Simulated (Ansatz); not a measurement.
# TaHO+ (doublet): wave-function methods side by side, def2-TZVPP

The task here is to estimate one member of a computed series from the others.

Method: def2-TZVPP, core rule «outside noble gas», up to 5 orbitals frozen; program: Ansatz 0.2.0, Gaussian basis.

To be run: UHF; ROHF; CCSD(T) on UHF.

2 further runs of the same task are left out: 2 set aside as unsound or not needed.

### What is computed

The geometry is a PBE0/def2-TZVP stationary point (not a proven minimum) of the parent state, kept for this charge and spin. No spin-orbit coupling is included. Elements past krypton take def2 core potentials.

3 atoms, charge 1, spin multiplicity 2.

Atoms are counted from 1 here; the program's logs count them from 0.

Bond lengths: Ta1–O2 1.802 Å, O2–H3 0.954 Å. Angles: Ta1–O2–H3 180.0°.

Set-up of the first run:

File in.yaml:

```yaml
crystal:
  periodic: [false, false, false]
  atoms:
    - {symbol: Ta, position_ang: [0.000000, 0.000000, 1.519200]}
    - {symbol: O, position_ang: [0.000000, 0.000000, -0.282800]}
    - {symbol: H, position_ang: [0.000000, 0.000000, -1.236400]}
basis:
  gaussian: {orbitals: def2-TZVPP}
total_charge: 1
magnetization: {spin_polarized: true, initial_magnetization: 1}
hamiltonian: {xc: hf}
output: {orbitals: {seedname: orbitals}}
```

Run with:

```console
ansatz run in.yaml --threads 1 --pin off --events-out ev --progress --plain --max-ram 2560MiB --backend cpu
```

Among the steps run: UHF; ROHF; CCSD(T) on UHF.

One of the session's tables, all rows but one given; the rest of the session is left out.

It belongs to the step «Misses and costs». 

```
  method  from UCCSD(T) (meV)
    ROHF                    ?
     UHF              +9414.3
    UMP2               +731.9
   UCCSD               +474.2
UCCSD(T)                    0
```

**Question.** Estimate the row for ROHF.

As computed: from UCCSD(T) (meV): +10055.6. In the column «from UCCSD(T) (meV)» it is the highest.

The program flags UCCSD(T) as in doubt (see the logs), so the zero of the table is itself unsure.

Limits of these values: The determinant is far from a pure spin state, so its energy mixes those of several spin states (harmless only where they are near-degenerate, as at dissociation). The program flags UCCSD(T) as in doubt, so the zero of the table is itself unsure.
